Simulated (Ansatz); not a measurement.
# BrGeH3S: the cost of one run

Method: RKS PBE0-D4/def2-SVP; program: Ansatz 0.2.0.

**1. Reference run: BrGeH₃S, relaxed**

input.yaml

```yaml
crystal:
  periodic: [false, false, false]
  atoms:
    - { symbol: Ge, position_ang: [-0.234059, 0.488833, 0.509698] }
    - { symbol: Br, position_ang: [-0.803775, -1.432343, -1.450234] }
    - { symbol: S, position_ang: [1.895461, 0.216506, 0.187947] }
    - { symbol: H, position_ang: [1.042764, -0.882215, -0.936292] }
    - { symbol: H, position_ang: [-0.968103, 1.729886, -0.065994] }
    - { symbol: H, position_ang: [-0.932289, -0.120566, 1.754876] }
basis:
  gaussian: { orbitals: def2-SVP }
hamiltonian:
  xc: pbe0
  dispersion: d4
output:
  forces: true
relax:
  f_tol: 0.02
  max_steps: 120
  constraints: [{ distance: [1, 3] }, { distance: [0, 1] }, { distance: [2, 3] }]
  escape_saddle: false
```

The run is started by

```console
ansatz run input.yaml --threads 1 --pin off --max-ram 2560MiB --backend cpu --events-out ev --progress --plain --runs-dir out
```

**Question.** How long does this run take on 1 thread of Arm Neoverse V2, shared host, and how much memory does it need?

About 16 s, with a peak of 0.23 GiB.
